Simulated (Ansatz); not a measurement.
# BClFO with multiplicity 2: molecular dynamics

Aim: follow the molecule's vibrations and see whether its bonds hold. The start is relaxed first. Runs: 300 steps of 1 fs at constant energy, with velocities drawn for 200 K. SMILES of the start: [O]B(F)Cl.

All numbers below are computed with Ansatz 0.2.0 (UKS BLYP/def2-SVP).

### Step 1. The structure to begin with

Bond lengths: O1–B2 1.486 Å, B2–F3 1.469 Å, B2–Cl4 1.909 Å. Angles: O1–B2–F3 121.6°, O1–B2–Cl4 117.2°, F3–B2–Cl4 121.1°.

Structure file:

```xyz
4

O    -0.2860   -1.3986   -0.5846
B    -0.0928   -0.0232   -0.0567
F    -1.0883    1.0340   -0.2778
Cl    1.5227    0.3275    0.8988
```

### Step 2. Preparing the start

The input, input.yaml:

```yaml
crystal:
  periodic: [false, false, false]
  atoms:
    - { symbol: O, position_ang: [-0.286, -1.3986, -0.5846] }
    - { symbol: B, position_ang: [-0.0928, -0.0232, -0.0567] }
    - { symbol: F, position_ang: [-1.0883, 1.034, -0.2778] }
    - { symbol: Cl, position_ang: [1.5227, 0.3275, 0.8988] }
magnetization:
  spin_polarized: true
  initial_magnetization: 1
basis:
  gaussian: { orbitals: def2-SVP }
hamiltonian:
  xc: blyp
relax:
  f_tol: 0.02
  max_steps: 40
```

Started as:

```bash
$ ansatz run input.yaml --threads 1 --pin off --max-ram 2048MiB --backend cpu --events-out ev --progress --plain --runs-dir out
```

After this run come: Dynamics.

Before running it: what results should come out? Wanted: relaxation of the start; temperature, first and last step; temperature, second half; potential energy, second half; largest change of the total energy; bonds formed or broken.

**Answer**, as computed:

| quantity | value |
| --- | --- |
| relaxation of the start | 4 moves, 0.953 eV lower |
| length | 300 steps of 1 fs |
| temperature, first and last step | 200 and 144 K |
| temperature, second half | mean 101 K, from 4 to 196 K |
| potential energy, second half | +6 meV/atom from the start |
| largest change of the total energy | 0.04 meV/atom |
| bonds formed or broken | 0 |

In words: The temperature starts at 200 K and averages 101 K in the second half, where it ranges from 4 to 196 K. About half is expected from a start at a minimum: kinetic energy passes into potential energy until both shares match. The total energy strays from its start by at most 0.04 meV/atom, 0.7 % of the mean kinetic energy, so a step of 1 fs is short enough over this time. No bond forms or breaks. A run of 300 fs with 4 atoms shows the motion but fixes no equilibrium value.
